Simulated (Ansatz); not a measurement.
# IrRu: convergence and cost

One table from this session's results is given with a row withheld; the runs are named, their logs left out.

Program: Ansatz 0.2.0. Level of theory: DFT PBEsol, scalar-relativistic, plane waves, PAW. These are calculated values, not measurements.

## The system as given

Symmetry: P-6m2, No. 187, hexagonal system. Conventional cell: a = 2.725 Å, b = 2.725 Å, c = 4.331 Å, α = 90.00°, β = 90.00°, γ = 120.00°. Ru (site symmetry -6m2) is surrounded by 6 Ir at 2.68 Å and 6 Ru at 2.72 Å. Ir (site symmetry -6m2) is surrounded by 6 Ru at 2.68 Å and 6 Ir at 2.72 Å.

Structure file:

```
Ru Ir
1.0
     2.72491    0.00000    0.00000
    -1.36246    2.35984    0.00000
     0.00000    0.00000    4.33070
Ru Ir
1 1
Cartesian
  1.3625 0.7866 0.0000
  0.0000 0.0000 2.1653
```

The structure comes from the Materials Project (structure only); it is used as listed.

The first run:

input.yaml

```yaml
crystal:
  lattice:
    - [2.724911084, 0.0, 0.0]
    - [-1.362455542, 2.3598422218, 0.0]
    - [0.0, 0.0, 4.3306976446]
  atoms:
    - { symbol: Ru, position: [0.66666667, 0.33333333, 0.0] }
    - { symbol: Ir, position: [0.0, 0.0, 0.5] }
basis:
  ecutwfc: 420
kpoints:
  mp_grid: { grid: [9, 9, 4] }
hamiltonian:
  xc: pbesol
scf:
  occupations: { method: gaussian, width: 0.1 }
output:
  forces: true
  stress: true
  eigenvalues: true
```

Steps of the session up to this table: A first look at the start; The base run; Plane-wave cutoff: 250 eV; Plane-wave cutoff set to 300 eV; Plane-wave cutoff: 350 eV; Plane-wave cutoff set to 500 eV.

One table of the session follows, with a row left open; its other results are not shown here.

It belongs to the step «What the plane-wave cutoff changes». 

```
cutoff (eV)  ΔE (meV/atom)  pressure (GPa)
        250           1532            3.90
        300            165           -6.55
        350           11.9           -6.05
        420              ?               ?
        500           0.00           -5.98
```

Estimate the missing values for cutoff (eV) = 420.

Worked estimate for «ΔE (meV/atom)». A straight line through the neighbours (350, 11.9) and (500, 0.00) gives 11.9 + (0.00 − 11.9) × (420 − 350) / (500 − 350) = 6.35; a parabola fitted to 3 rows on both sides gives -77.17.

**Answer.** ΔE (meV/atom): 1.66; pressure (GPa): -5.95. In «ΔE (meV/atom)» the line misses by +4.69 and the parabola by -78.83. Between these rows the values bend or scatter more than so simple an estimate can follow.

The energy still moves by 1.66 meV/atom between the last two values of the plane-wave cutoff, so 1 meV/atom is not shown to be reached. Total energies converge more slowly with the cutoff than differences between like structures do. The pressure is off by up to 9.9 GPa.

Limits of these values: The energy still moves by 2.22 meV/atom between the last two values of the plane-wave cutoff on the displaced cell, so 1 meV/atom is not shown to be reached. Warnings in the runs' records: cutoff below recommended.
